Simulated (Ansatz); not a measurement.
# Sn2AsSe: from a guess to a relaxed structure

Where does this trial cell of Sn2AsSe go when cell and atoms are let free?

Computed with Ansatz 0.2.0 (DFT PBE, scalar-relativistic, plane waves, PAW, unless a step's input says otherwise).

## Step 1: The system as given

Symmetry: P4/mmm, No. 123, tetragonal system. The conventional cell has a = 4.475 Å, b = 4.475 Å, c = 4.378 Å, α = 90.00°, β = 90.00°, γ = 90.00°. Sn (site symmetry mmm) has 4 As at 3.13 Å and 4 Se at 3.13 Å and 4 Sn at 3.16 Å as nearest neighbours. Around As (site symmetry 4/mmm) lie 8 Sn at 3.13 Å and 4 Se at 3.16 Å. Se (site symmetry 4/mmm) has 8 Sn at 3.13 Å and 4 As at 3.16 Å as nearest neighbours.

Coordinates:

```
CELL_PARAMETERS angstrom
4.47457 0.00000 0.00000
0.00000 4.47457 0.00000
0.00000 0.00000 4.37754
ATOMIC_POSITIONS crystal
Sn 0.00000 0.50000 0.50000
Sn 0.50000 0.00000 0.50000
As 0.00000 0.00000 0.00000
Se 0.50000 0.50000 0.00000
```

The cell is invented: species swapped into a database cell of TiAgHg2 (P4/mmm, No. 123), with Se on the Ti sites, As on the Ag sites and Sn on the Hg sites. Lengths come from tabulated atomic sizes and are only a guess.

## Step 2: A first look at the guess

Input file input.yaml:

```yaml
crystal:
  lattice:
    - [4.47457455, 0.0, 0.0]
    - [0.0, 4.47457455, 0.0]
    - [0.0, 0.0, 4.37753542]
  atoms:
    - { symbol: Sn, position: [0.0, 0.5, 0.5] }
    - { symbol: Sn, position: [0.5, 0.0, 0.5] }
    - { symbol: As, position: [0.0, 0.0, 0.0] }
    - { symbol: Se, position: [0.5, 0.5, 0.0] }
basis:
  ecutwfc: 420
kpoints:
  mp_grid: { grid: [4, 4, 4] }
hamiltonian:
  xc: pbe
scf:
  occupations: { method: gaussian, width: 0.1 }
  lower_state_search: "off"
output:
  forces: true
  stress: true
  eigenvalues: true
```

Run with:

```
> ansatz run input.yaml --threads 1 --pin off --max-ram 2560MiB --backend cpu --events-out ev --progress --plain --runs-dir out
```

Standard output (excerpt; [...] marks lines left out):

```text
Warning: RAYON_NUM_THREADS=1 ignored (pool sized by the plan → 1); use --threads N
[...]
Pseudopotentials: kind: paw
Pseudopotential: Sn, paw, valence charge 14, recommended cutoff 420 eV (normal), Sn.paw.azcp
Pseudopotential: As, paw, valence charge 15, recommended cutoff 420 eV (normal), As.paw.azcp
Pseudopotential: Se, paw, valence charge 16, recommended cutoff 420 eV (normal), Se.paw.azcp
Functional definition: PBE
[...]
Crystal: 4 atoms, lattice volume = 87.646 Å³
Basis set: ecut = 420 eV, 1727 PW (Γ), exchange–correlation on 60×60×60 points (8 copies of the dense FFT grid, shifted against one another)
Bands: 36, of which v1, the nominal top of the filled ones, is band 30 counted from 1 (29 counted from 0)
[...]
SCF converged after 8 iterations
Free energy (F): -22372.602624 eV
[...]
E sigma→0 (E₀):  -22372.586496 eV
Entropy (-TS):   -0.032256 eV (-8.064 meV/atom)
Fermi energy:    12.527240 eV
[...]
--- Forces (eV/Å), atoms counted from 1 ---
  atom   1  Sn    -0.00000000    -0.00000000     0.00000000
  atom   2  Sn    -0.00000000    -0.00000000    -0.00000000
  atom   3  As     0.00000000    -0.00000000     0.00000000
  atom   4  Se     0.00000000    -0.00000000     0.00000000
[...]
--- Stress (GPa, compression-positive) ---
        9.766345      -0.000000      -0.000000
       -0.000000       9.766345      -0.000000
       -0.000000      -0.000000       3.697389
  P = ⅓ Tr σ = 7.7434 GPa (77.434 kbar)
--- Band table (eV; the first three rows and the last of 18) ---
[...]
```

Wall time 3 s (1 thread of Intel Xeon Platinum 8375C at 2.90GHz (Ice Lake), shared host); peak memory 0.41 GiB.

Read-out: pressure 7.7 GPa, largest force 0.00 eV/Å, gap on this mesh none (metal). A cheap, loose relaxation comes first.

## Step 3: Coarse relaxation

input.yaml, as its differences from that of step 2:

```diff
@@ -23 +23,6 @@
   eigenvalues: true
+relax:
+  adjacent_minimum: "off"
+  f_tol: 0.04
+  max_steps: 70
+  cell: { stress_tol: 0.4 }
```

Run with:

```
> ansatz run input.yaml --threads 1 --pin off --max-ram 2560MiB --backend cpu --events-out ev --progress --plain --runs-dir out
```

Standard output:

```text
Warning: RAYON_NUM_THREADS=1 ignored (pool sized by the plan → 1); use --threads N
Engine: ansatz 0.2.0, x86_64-unknown-linux-gnu
[... 5 set-up lines as earlier in the session ...]
  parameter kappa = 0.804
  parameter beta = 0.06672455060314922
  exchange = pbe_x(kappa = kappa, mu = beta*pi^2/3)
  correlation = pbe_c(beta = beta)
Crystal: 4 atoms, lattice volume = 87.646 Å³
Basis set: ecut = 420 eV, 1727 PW (Γ), exchange–correlation on 60×60×60 points (8 copies of the dense FFT grid, shifted against one another)
Bands: 36, of which v1, the nominal top of the filled ones, is band 30 counted from 1 (29 counted from 0)
Symmetry: 16 space group operations
Space group: P4/mmm (ITA 123), of the structure as read, at distance tolerance 4.4e-5 Å
k-points: 18 of 64
Non-local potential: Sn, projectors of the file, l = 0: 2, l = 1: 2, l = 2: 2, l = 3: 2
Non-local potential: As, projectors of the file, l = 0: 2, l = 1: 2, l = 2: 3, l = 3: 1
Non-local potential: Se, projectors of the file, l = 0: 2, l = 1: 2, l = 2: 3, l = 3: 1
PAW form: soft (Blöchl's): semilocal exchange-correlation on the pseudo side does not see the compensation charge
PAW one-centre angular grid: Sn, 590 points (default); XC on 64 Gauss nodes
PAW one-centre angular grid: As, 590 points (default); XC on 64 Gauss nodes
PAW one-centre angular grid: Se, 590 points (default); XC on 64 Gauss nodes
Initial density: superposition of atomic densities (neutral atoms: chi_scale 0, normalization atom), corrected by the library's trained network
Initial wavefunctions: pseudopotential atomic-orbital guess
Functional: x = pbe(κ = 0.804, μ = 0.2195149727645171), c = pbe(β = 0.06672455060314922)
SCF iter   1: F=—  HF=-22372.616299 eV  |F-HF|=—  |Δ(HF+E_count)|=         —  Δρ=5.24e-3  dr2=5.76e-2  ethr=1.77e-3  ⟨swp⟩=6.8  Hψ=2583  notcnv=0
preconditioner: auto → Kerker (q_TF=auto, 2.554 Å⁻¹)  [metal: Δε(μ)=0.040 eV  Ē_g=16.941 eV  σ=0.100 eV  W_gap=0.22  n_scr=26 (ndim 8)  ℏωp=24.8 eV  f_vac=0.000  D(μ)=5.30/eV (n_scr^D=56)]
SCF iter   2: F=—  HF=-22372.604816 eV  |F-HF|=—  |Δ(HF+E_count)|=   1.15e-2  Δρ=2.15e-3  dr2=1.04e-2  ethr=9.76e-5  ⟨swp⟩=1.0  Hψ=792  notcnv=0
SCF iter   3: F=—  HF=-22372.602740 eV  |F-HF|=—  |Δ(HF+E_count)|=   2.08e-3  Δρ=6.60e-4  dr2=5.61e-4  ethr=1.76e-5  ⟨swp⟩=2.1  Hψ=1028  notcnv=0
SCF iter   4: F=—  HF=-22372.602647 eV  |F-HF|=—  |Δ(HF+E_count)|=   9.25e-5  Δρ=3.71e-4  dr2=6.97e-5  ethr=9.51e-7  ⟨swp⟩=2.0  Hψ=752  notcnv=0
SCF iter   5: F=—  HF=-22372.602625 eV  |F-HF|=—  |Δ(HF+E_count)|=   2.24e-5  Δρ=6.95e-5  dr2=5.43e-6  ethr=1.18e-7  ⟨swp⟩=2.4  Hψ=995  notcnv=0
SCF iter   6: F=—  HF=-22372.602624 eV  |F-HF|=—  |Δ(HF+E_count)|=   9.39e-7  Δρ=2.71e-5  dr2=8.04e-7  ethr=9.20e-9  ⟨swp⟩=2.0  Hψ=1066  notcnv=0
SCF iter   7: F=—  HF=-22372.602624 eV  |F-HF|=—  |Δ(HF+E_count)|=   4.25e-7  Δρ=1.12e-5  dr2=1.48e-7  ethr=1.36e-9  ⟨swp⟩=2.0  Hψ=1150  notcnv=0
SCF iter   8: F=-22372.602624 eV  HF=-22372.602624 eV  |F-HF|=1.16e-8  |Δ(HF+E_count)|=   3.97e-8  Δρ=3.32e-6  dr2=1.60e-8  ethr=1.69e-10  ⟨swp⟩=7.9  Hψ=2636  notcnv=0
SCF 1 converged in 8 iterations: F = -22372.602624 eV  dr2 = 1.60e-8
relax step   1: F+E_penalty+E_count = -22372.60262358 eV  Δ(F+E_penalty+E_count) = +0.000e0 eV  max|allowed force component| = 2.592e-28 eV/Å  Δτ_max = 0.0000 Å  P = +7.743 GPa  Ω = 87.646 Å³  (8 SCF iters, dr2 threshold 1.00e-7 eV, accepted)
Crystal: 4 atoms, lattice volume = 97.477 Å³
Basis set: ecut = 420 eV, 1895 PW (Γ), exchange–correlation on 60×60×60 points (8 copies of the dense FFT grid, shifted against one another)
Initial density: handed on by an earlier stage of this run
Initial wavefunctions: those handed on with the density
iter 1 solved again at ethr=1.81e-4 eV; its pass at ethr=3.10e-3 eV (dr2=1.07e-1 eV) is discarded
SCF iter   1: F=—  HF=-22372.982795 eV  |F-HF|=—  |Δ(HF+E_count)|=         —  Δρ=6.01e-3  dr2=1.06e-1  ethr=1.81e-4  ⟨swp⟩=2.0  Hψ=3750  notcnv=0
preconditioner: auto → Resta (q_TF=auto, 2.509 Å⁻¹)  ε∞=3.0  [insulator: Δε(μ)=0.123 eV  Ē_g=16.500 eV  σ=0.100 eV  W_gap=0.60  n_scr=26 (ndim 8)  ℏωp=23.5 eV  f_vac=0.000  D(μ)=2.58/eV (n_scr^D=18)  ε∞_Penn≈3.0]
SCF iter   2: F=—  HF=-22372.963424 eV  |F-HF|=—  |Δ(HF+E_count)|=   1.94e-2  Δρ=2.87e-3  dr2=2.44e-2  ethr=1.80e-4  ⟨swp⟩=1.2  Hψ=659  notcnv=0
preconditioner: auto → Kerker (q_TF=auto, 2.509 Å⁻¹)  [metal: Δε(μ)=0.106 eV  Ē_g=16.516 eV  σ=0.100 eV  W_gap=0.49  n_scr=26 (ndim 8)  ℏωp=23.5 eV  f_vac=0.000  D(μ)=2.85/eV (n_scr^D=18)]
SCF iter   3: F=—  HF=-22372.958478 eV  |F-HF|=—  |Δ(HF+E_count)|=   4.95e-3  Δρ=4.94e-4  dr2=3.66e-4  ethr=4.14e-5  ⟨swp⟩=2.0  Hψ=795  notcnv=0
SCF iter   4: F=—  HF=-22372.958398 eV  |F-HF|=—  |Δ(HF+E_count)|=   8.04e-5  Δρ=3.01e-4  dr2=1.55e-4  ethr=6.20e-7  ⟨swp⟩=2.0  Hψ=1140  notcnv=0
SCF iter   5: F=—  HF=-22372.958373 eV  |F-HF|=—  |Δ(HF+E_count)|=   2.50e-5  Δρ=1.30e-4  dr2=3.19e-5  ethr=2.62e-7  ⟨swp⟩=2.5  Hψ=1181  notcnv=0
SCF iter   6: F=—  HF=-22372.958365 eV  |F-HF|=—  |Δ(HF+E_count)|=   7.41e-6  Δρ=4.72e-5  dr2=5.59e-6  ethr=5.41e-8  ⟨swp⟩=2.1  Hψ=1098  notcnv=0
SCF iter   7: F=-22372.958364 eV  HF=-22372.958364 eV  |F-HF|=2.05e-7  |Δ(HF+E_count)|=   1.34e-6  Δρ=1.17e-5  dr2=3.35e-7  ethr=6.78e-10  ⟨swp⟩=3.7  Hψ=3089  notcnv=0
SCF 2 converged in 7 iterations: F = -22372.958364 eV  dr2 = 3.35e-7
relax step   2: F+E_penalty+E_count = -22372.95836379 eV  Δ(F+E_penalty+E_count) = -3.557e-1 eV  max|allowed force component| = 1.967e-29 eV/Å  Δτ_max = 0.0000 Å  P = +0.562 GPa  Ω = 97.477 Å³  energy of the carried Pulay correction = -2.305e-3 eV  (7 SCF iters, dr2 threshold 4.00e-7 eV, accepted)
Crystal: 4 atoms, lattice volume = 100.731 Å³
Basis set: ecut = 420 eV, 1995 PW (Γ), exchange–correlation on 60×60×60 points (8 copies of the dense FFT grid, shifted against one another)
iter 1 solved again at ethr=6.10e-5 eV; its pass at ethr=3.10e-3 eV (dr2=3.60e-2 eV) is discarded
SCF iter   1: F=—  HF=-22373.213560 eV  |F-HF|=—  |Δ(HF+E_count)|=         —  Δρ=3.86e-3  dr2=3.59e-2  ethr=6.10e-5  ⟨swp⟩=1.8  Hψ=4161  notcnv=0
preconditioner: auto → Kerker (q_TF=auto, 2.496 Å⁻¹)  [metal: Δε(μ)=0.090 eV  Ē_g=16.414 eV  σ=0.100 eV  W_gap=0.44  n_scr=26 (ndim 8)  ℏωp=23.1 eV  f_vac=0.000  D(μ)=1.96/eV (n_scr^D=10)]
SCF iter   2: F=—  HF=-22373.208021 eV  |F-HF|=—  |Δ(HF+E_count)|=   5.54e-3  Δρ=2.22e-3  dr2=1.19e-2  ethr=6.09e-5  ⟨swp⟩=1.2  Hψ=652  notcnv=0
SCF iter   3: F=—  HF=-22373.205915 eV  |F-HF|=—  |Δ(HF+E_count)|=   2.11e-3  Δρ=5.20e-4  dr2=2.52e-4  ethr=2.02e-5  ⟨swp⟩=2.1  Hψ=1174  notcnv=0
SCF iter   4: F=—  HF=-22373.205868 eV  |F-HF|=—  |Δ(HF+E_count)|=   4.69e-5  Δρ=3.23e-4  dr2=1.13e-4  ethr=4.27e-7  ⟨swp⟩=2.0  Hψ=1181  notcnv=0
SCF iter   5: F=—  HF=-22373.205863 eV  |F-HF|=—  |Δ(HF+E_count)|=   4.16e-6  Δρ=8.97e-5  dr2=1.90e-5  ethr=1.91e-7  ⟨swp⟩=2.0  Hψ=802  notcnv=0
SCF iter   6: F=—  HF=-22373.205860 eV  |F-HF|=—  |Δ(HF+E_count)|=   3.08e-6  Δρ=2.49e-5  dr2=1.03e-6  ethr=3.23e-8  ⟨swp⟩=2.2  Hψ=874  notcnv=0
SCF iter   7: F=—  HF=-22373.205860 eV  |F-HF|=—  |Δ(HF+E_count)|=   3.00e-8  Δρ=1.28e-5  dr2=2.64e-7  ethr=6.78e-10  ⟨swp⟩=7.6  Hψ=3332  notcnv=0
SCF iter   8: F=-22373.205860 eV  HF=-22373.205860 eV  |F-HF|=2.30e-9  |Δ(HF+E_count)|=   2.02e-7  Δρ=5.88e-6  dr2=4.76e-8  ethr=4.48e-10  ⟨swp⟩=4.6  Hψ=2423  notcnv=0
SCF 3 converged in 8 iterations: F = -22373.205860 eV  dr2 = 4.76e-8
relax step   3: F+E_penalty+E_count = -22373.20586018 eV  Δ(F+E_penalty+E_count) = -2.475e-1 eV  max|allowed force component| = 9.429e-30 eV/Å  Δτ_max = 0.0000 Å  P = -1.497 GPa  Ω = 100.731 Å³  energy of the carried Pulay correction = -3.023e-3 eV  (8 SCF iters, dr2 threshold 4.00e-7 eV, accepted)
[... from here on, the SCF cycles and remarks between the steps are left out ...]
relax step   4: F+E_penalty+E_count = -22373.35618793 eV  Δ(F+E_penalty+E_count) = -1.503e-1 eV  max|allowed force component| = 1.928e-29 eV/Å  Δτ_max = 0.0000 Å  P = -1.156 GPa  Ω = 99.263 Å³  energy of the carried Pulay correction = -2.712e-3 eV  (7 SCF iters, dr2 threshold 4.00e-7 eV, accepted)
relax step   5: F+E_penalty+E_count = -22373.43707744 eV  Δ(F+E_penalty+E_count) = -8.089e-2 eV  max|allowed force component| = 3.796e-29 eV/Å  Δτ_max = 0.0000 Å  P = +0.067 GPa  Ω = 96.633 Å³  energy of the carried Pulay correction = -2.137e-3 eV  (7 SCF iters, dr2 threshold 4.00e-7 eV, accepted)
relax step   6: F+E_penalty+E_count = -22373.44546530 eV  Δ(F+E_penalty+E_count) = -8.388e-3 eV  max|allowed force component| = 1.205e-29 eV/Å  Δτ_max = 0.0000 Å  P = +0.129 GPa  Ω = 96.346 Å³  energy of the carried Pulay correction = -2.074e-3 eV  (7 SCF iters, dr2 threshold 4.00e-7 eV, accepted)
relax step   7: F+E_penalty+E_count = -22373.50235788 eV  Δ(F+E_penalty+E_count) = -5.689e-2 eV  max|allowed force component| = 9.343e-30 eV/Å  Δτ_max = 0.0000 Å  P = +0.574 GPa  Ω = 95.212 Å³  energy of the carried Pulay correction = -1.824e-3 eV  (7 SCF iters, dr2 threshold 4.00e-7 eV, accepted)
relax step   8: F+E_penalty+E_count = -22373.38684800 eV  Δ(F+E_penalty+E_count) = +1.155e-1 eV  max|allowed force component| = 9.486e-29 eV/Å  Δτ_max = 0.0000 Å  P = +0.572 GPa  Ω = 94.583 Å³  energy of the carried Pulay correction = -1.688e-3 eV  (7 SCF iters, dr2 threshold 4.00e-7 eV, rejected (line search))
relax step   9: F+E_penalty+E_count = -22373.50431229 eV  Δ(F+E_penalty+E_count) = -1.954e-3 eV  max|allowed force component| = 9.417e-30 eV/Å  Δτ_max = 0.0000 Å  P = -0.068 GPa  Ω = 96.039 Å³  energy of the carried Pulay correction = -2.012e-3 eV  (8 SCF iters, accepted)
relax step  10: F+E_penalty+E_count = -22373.53199119 eV  Δ(F+E_penalty+E_count) = -2.768e-2 eV  max|allowed force component| = 1.891e-29 eV/Å  Δτ_max = 0.0000 Å  P = +0.426 GPa  Ω = 96.039 Å³  stress off target by 4.52e-1 GPa  SCF on the basis re-selected at this cell (its energy is not comparable with the rows above)  (6 SCF iters)
relax step  11: F+E_penalty+E_count = -22373.53271765 eV  Δ(F+E_penalty+E_count) = -7.265e-4 eV  max|allowed force component| = 1.395e-29 eV/Å  Δτ_max = 0.0000 Å  P = -0.038 GPa  Ω = 96.787 Å³  energy of the carried Pulay correction = -1.485e-4 eV  (6 SCF iters, dr2 threshold 4.00e-7 eV, accepted)
iter 1 solved again at ethr=4.84e-8 eV; its pass at ethr=3.10e-3 eV (dr2=2.85e-5 eV) is discarded
SCF iter   1: F=—  HF=-22373.532606 eV  |F-HF|=—  |Δ(HF+E_count)|=         —  Δρ=1.99e-4  dr2=7.97e-7  ethr=4.84e-8  ⟨swp⟩=3.2  Hψ=4196  notcnv=0
preconditioner: auto → Resta (q_TF=auto, 2.512 Å⁻¹)  ε∞=3.0  [insulator: Δε(μ)=0.211 eV  Ē_g=16.614 eV  σ=0.100 eV  W_gap=0.75  n_scr=30 (ndim 8)  ℏωp=23.6 eV  f_vac=0.000  D(μ)=1.58/eV (n_scr^D=8)  ε∞_Penn≈3.0]
SCF iter   2: F=—  HF=-22373.532786 eV  |F-HF|=—  |Δ(HF+E_count)|=   1.80e-4  Δρ=1.00e-4  dr2=2.03e-7  ethr=1.35e-9  ⟨swp⟩=1.4  Hψ=700  notcnv=0
iter 3 did not close the SCF: its close was put off for the readings that it lacked (scf_convergence_deferred on its scf_iter line)
SCF iter   3: F=-22373.532852 eV  HF=-22373.532852 eV  |F-HF|=1.16e-8  |Δ(HF+E_count)|=   6.62e-5  Δρ=1.56e-6  dr2=3.48e-10  ethr=3.44e-10  ⟨swp⟩=1.2  Hψ=655  notcnv=0
iter 4 did not close the SCF: its close was put off for the readings that it lacked (scf_convergence_deferred on its scf_iter line)
SCF iter   4: F=-22373.532852 eV  HF=-22373.532852 eV  |F-HF|=3.64e-12  |Δ(HF+E_count)|=   1.25e-8  Δρ=1.94e-7  dr2=1.95e-11  ethr=1.00e-12  ⟨swp⟩=2.1  Hψ=1186  notcnv=0
iter 5 did not close the SCF: its close was put off for the readings that it lacked (scf_convergence_deferred on its scf_iter line)
SCF iter   5: F=-22373.532852 eV  HF=-22373.532852 eV  |F-HF|=7.28e-12  |Δ(HF+E_count)|=    0.00e0  Δρ=8.50e-8  dr2=4.54e-12  ethr=1.00e-12  ⟨swp⟩=1.0  Hψ=648  notcnv=0
iter 6 did not close the SCF: its close was put off for the readings that it lacked (scf_convergence_deferred on its scf_iter line)
SCF iter   6: F=-22373.532852 eV  HF=-22373.532852 eV  |F-HF|=7.28e-12  |Δ(HF+E_count)|=  7.28e-12  Δρ=2.27e-8  dr2=3.98e-13  ethr=1.00e-12  ⟨swp⟩=1.0  Hψ=648  notcnv=0
SCF iter   7: F=-22373.532852 eV  HF=-22373.532852 eV  |F-HF|=3.64e-12  |Δ(HF+E_count)|=    0.00e0  Δρ=7.10e-9  dr2=3.51e-14  ethr=1.00e-12  ⟨swp⟩=1.1  Hψ=1372  notcnv=0
SCF 12 converged in 7 iterations: F = -22373.532852 eV  dr2 = 3.51e-14
relax step  12: F+E_penalty+E_count = -22373.53285172 eV  Δ(F+E_penalty+E_count) = -1.341e-4 eV  max|allowed force component| = 1.371e-29 eV/Å  Δτ_max = 0.0000 Å  P = -0.039 GPa  Ω = 96.787 Å³  stress off target by 1.27e-1 GPa  SCF on the basis re-selected at this cell (its energy is not comparable with the rows above)  (7 SCF iters)
basis re-selected at this cell: Δ(F+E_penalty+E_count) = -1.341e-4 eV, ΔP = -0.001 GPa vs the last step (what re-selecting the basis moved, of the pressure what is left beyond the Pulay correction that the steps carried, after the strain that the cell walked since its last selection, with what the two solves' SCF thresholds leave and, on support functions, any second-order correction that the steps lacked; it is no measure of the basis error at this ecutwfc). This SCF's stress stands 1.27e-1 GPa from its target on what of the cell is left free (relax.cell.stress_tol is 4.00e-1 GPa) and its largest allowed force component is 1.37e-29 eV/Å (relax.f_tol is 4.00e-2 eV/Å): within both
SCF converged after 7 iterations
Free energy (F): -22373.532852 eV
Harris-Foulkes:  -22373.532852 eV  (|F-HF|=3.64e-12)
Internal energy: -22373.524969 eV  (E = F + TS)
E sigma→0 (E₀):  -22373.528910 eV
Entropy (-TS):   -0.007883 eV (-1.971 meV/atom)
Fermi energy:    10.749510 eV
--- Per-component energies (eV) ---
  E_band       = -735.272830
  E_kinetic    = 590.464425
  E_local      = -5430.575814  (includes V_loc(G=0)·N_el)
  E_nonlocal   = -1332.353135
  E_hartree    = 3028.370515
  E_xc         = -949.300493
  E_vxc        = -369.825348  (∫ρ·V_xc dr)
  E_paw        = -12012.999360  (= ΣΔE_a)
  E_vpaw       = -249.723450  (= ΣTr[D̂ρ^β])
  E_aug_tail   = -0.000541  (compensation charges beyond the density's cutoff)
  E_ewald      = -6267.130565
  E_smearing   = -0.007883  (= −TS)
  E_closure    = -0.000000  (closes the sum)
  Σ components = -22373.532852   (vs F -22373.532852, Δ=0.00e0)
--- Forces (eV/Å), atoms counted from 1 ---
  atom   1  Sn    -0.00000000    -0.00000000     0.00000000
  atom   2  Sn    -0.00000000     0.00000000     0.00000000
  atom   3  As    -0.00000000    -0.00000000     0.00000000
  atom   4  Se    -0.00000000     0.00000000     0.00000000
  max |Σ_I F_I| component: 2.09e-29 eV/Å
--- Stress (GPa, compression-positive) ---
        0.005477       0.000000       0.000000
        0.000000       0.005477      -0.000000
        0.000000      -0.000000      -0.127038
  P = ⅓ Tr σ = -0.0387 GPa (-0.387 kbar)
--- Band table (eV; the first three rows and the last of 18) ---
  k-point 0: bands = ["-36.7424", "-36.7405", "-36.7405", "-36.7377", "-36.7364", "-25.0578", "-25.0296", "-25.0296", "-24.9494", "-24.9477", "-11.0668", "-11.0367", "-11.0287", "-11.0089", "-10.9852", "-10.9852", "-10.9604", "-10.9546", "-10.9546", "-10.9424", "-2.9628", "-0.3649", "4.1058", "5.4199", "5.4366", "5.4366", "8.6969", "8.6969", "9.4535", "11.4981", "14.5619", "15.1151", "15.5405", "15.5405", "15.8907", "17.0946"]
  k-point 1: bands = ["-36.7415", "-36.7407", "-36.7407", "-36.7377", "-36.7364", "-25.0548", "-25.0304", "-25.0304", "-24.9493", "-24.9477", "-11.0277", "-11.0264", "-11.0037", "-11.0037", "-10.9944", "-10.9926", "-10.9716", "-10.9716", "-10.9533", "-10.9413", "-2.4675", "0.0274", "4.1059", "4.7985", "6.2066", "6.2066", "8.8778", "9.2904", "9.3465", "9.3465", "11.9881", "12.4338", "12.4338", "14.2136", "15.2256", "15.4277"]
  k-point 2: bands = ["-36.7409", "-36.7409", "-36.7406", "-36.7377", "-36.7364", "-25.0518", "-25.0312", "-25.0312", "-24.9492", "-24.9476", "-11.0241", "-11.0222", "-11.0222", "-11.0082", "-10.9885", "-10.9885", "-10.9693", "-10.9601", "-10.9402", "-10.9251", "-1.7868", "0.7287", "2.2774", "6.0939", "7.5231", "7.8297", "7.8297", "9.0679", "9.4410", "9.4410", "10.4309", "10.5432", "10.5432", "11.1859", "13.4868", "13.4868"]
  k-point 17: bands = ["-36.7410", "-36.7410", "-36.7406", "-36.7377", "-36.7364", "-25.0517", "-25.0313", "-25.0313", "-24.9492", "-24.9476", "-11.0390", "-11.0106", "-11.0048", "-10.9992", "-10.9992", "-10.9796", "-10.9796", "-10.9779", "-10.9308", "-10.9308", "-1.4771", "0.8143", "4.5601", "4.5601", "5.4066", "5.6028", "5.6028", "5.6678", "10.8647", "10.8647", "14.5938", "14.7483", "14.7483", "15.0600", "15.1788", "15.2853"]
--- Relaxed structure (10 steps of the walk, 9 accepted, 2 SCFs on fresh bases) ---
  F+E_penalty+E_count = -22373.53285172 eV   max|allowed force component| = 1.371e-29 eV/Å   (the final SCF, on the basis selected at the relaxed cell)
  cell:  # Å, volume = 96.7872 Å³
    - [5.252102474515454, 3.0555899308862614e-33, 5.1896527397592055e-33]
    - [1.8915556715010188e-33, 5.252102474515454, 3.419350636944149e-33]
    - [6.0260976140378765e-33, 3.3451959196037034e-33, 3.5087423089730487]
  atoms:
    - { symbol: Sn, position: [2.4592990403581315e-33, 0.5, 0.5000000000000001] }
    - { symbol: Sn, position: [0.5, -7.283582642477857e-34, 0.5000000000000001] }
    - { symbol: As, position: [-2.36071231717909e-33, 4.5531290656776836e-34, 1.1530819849054172e-34] }
    - { symbol: Se, position: [0.5, 0.5, -1.0467261171641491e-34] }
```

It took 42 s on 1 thread of Intel Xeon Platinum 8375C at 2.90GHz (Ice Lake), shared host; peak memory 0.43 GiB.

Step by step:

```csv
step,E - E(step 1) (eV/cell),largest force component (eV/Å),pressure (GPa),volume (Å³)
1,0.0000,0.0000,7.74,87.65
2,-0.3557,0.0000,0.56,97.48
3,-0.6032,0.0000,-1.50,100.73
4,-0.7536,0.0000,-1.16,99.26
5,-0.8345,0.0000,0.07,96.63
6,-0.8428,0.0000,0.13,96.35
7,-0.8997,0.0000,0.57,95.21
8,-0.7842,0.0000,0.57,94.58
9,-0.9017,0.0000,-0.07,96.04
10,-0.9294,0.0000,0.43,96.04
11,-0.9301,0.0000,-0.04,96.79
12,-0.9302,0.0000,-0.04,96.79
```

Step 1 is the start. Steps 10, 12 each repeat the geometry before them on a plane-wave basis chosen anew, so the energy can jump there without any move. Step 8 was tried and not accepted.

|  | before | after | change |
| --- | --- | --- | --- |
| a (Å) | 4.475 | 5.252 | +17.4 % |
| b (Å) | 4.475 | 5.252 | +17.4 % |
| c (Å) | 4.378 | 3.509 | -19.8 % |
| volume (Å³/atom) | 21.91 | 24.20 | +10.4 % |
| shortest distance (Å) | 3.130 | 3.158 | +0.9 % |
| space group (0.01 Å) | P4/mmm | P4/mmm | same |

The run keeps the 16 symmetry operations of the start, so it could not have lowered the symmetry.

(Part 1 of 2 ends here.)
